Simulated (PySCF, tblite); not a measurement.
**C₃H₁₀N₂OSi: geometry, infrared bands and NMR shifts**

What infrared bands and NMR shifts should C₃H₁₀N₂OSi (`CN(C)[SiH2]C(N)=O`) show?

Programs: tblite 0.8.0 and PySCF 2.14.0, with density-fitted response routines of our own. Each step states its level of theory. These are calculated values for one molecule in the gas phase, unless marked as measured. Atoms count from 0, in the outputs and in this text.

## 1. Starting geometry

17 atoms, charge 0, multiplicity 1; geometry from: force field or distance geometry start.

Bonds of the start (Å): C0–N1 1.45, N1–C2 1.48, N1–Si3 1.76, Si3–C4 1.93, C4–N5 1.37, C4–O6 1.22, C0–H7 1.10, C0–H8 1.10, C0–H9 1.09, C2–H10 1.10, C2–H11 1.10, C2–H12 1.09, Si3–H13 1.48, Si3–H14 1.48, N5–H15 1.02, N5–H16 1.00.

## 2. Geometry optimisation with GFN2-xTB

Job settings and geometry (Å):

```
{"job": {"kind": "relax", "xc": "GFN2-xTB", "basis": "xTB"}, "charge": 0, "multiplicity": 1}
C     -1.546100    -0.024500    -1.521900
N     -0.584100    -0.152200    -0.439400
C     -1.076400    -1.156500     0.530100
Si     0.237100     1.281900     0.164900
C      1.941800     0.796300     0.928400
N      2.495000    -0.416300     0.603800
O      2.487500     1.604400     1.664400
H     -2.475600     0.458800    -1.175100
H     -1.800400    -1.002500    -1.948500
H     -1.151400     0.573200    -2.342300
H     -1.979400    -0.792600     1.052200
H     -1.344900    -2.093900     0.021300
H     -0.332600    -1.409900     1.285800
H     -0.690400     1.883400     1.154100
H      0.384100     2.186000    -0.996000
H      3.395500    -0.656500     1.014800
H      2.033100    -1.067100    -0.006500
```

Run with:

```sh
$ OMP_NUM_THREADS=1 python probes_run.py task.json out
```

The driver reads the jobs from task.json and runs them one after another.

**Question.** This job is followed by: GFN2-xTB harmonic vibrations, gas phase; GIAO PBE0/pcSseg-1 NMR shielding, non-relativistic, gas phase. What will the session give for the following? strongest single infrared mode (GFN2-xTB); zero-point energy (GFN2-xTB); 13C shifts against TMS (PBE0/pcSseg-1, means over atoms taken as alike); 1H shifts against TMS (PBE0/pcSseg-1, means over atoms taken as alike); 15N shifts against NH3 (PBE0/pcSseg-1); 29Si shifts against TMS (PBE0/pcSseg-1); 17O shifts against H2O (PBE0/pcSseg-1).

**Answer**, as computed:

| quantity | value |
| --- | --- |
| strongest single infrared mode (GFN2-xTB) | 2216 cm⁻¹, 445 km/mol |
| zero-point energy (GFN2-xTB) | 82.8 kcal/mol |
| 13C shifts against TMS (PBE0/pcSseg-1, means over atoms taken as alike) | 182.1, 41.9 ppm |
| 1H shifts against TMS (PBE0/pcSseg-1, means over atoms taken as alike) | 5.51, 4.69, 2.67 ppm |
| 15N shifts against NH3 (PBE0/pcSseg-1) | 132.0, 20.2 ppm |
| 29Si shifts against TMS (PBE0/pcSseg-1) | -41.7 ppm |
| 17O shifts against H2O (PBE0/pcSseg-1) | 516.2 ppm |

What this shows: Relaxing lowered the energy by 0.206 eV in 95 steps; the close pair that moved most is N1–Si3, from 1.760 to 1.726 Å. No mode is imaginary among the 45: a minimum at this level. The strongest single mode, at 2216 cm⁻¹, moves mainly H13 and H14. Unscaled tight-binding wavenumbers are off by several per cent, some by more. Its intensities can rank the bands wrongly. At PBE0/pcSseg-1: The largest span, 930 ppm, is at O6, where the paramagnetic term is -577 ppm.
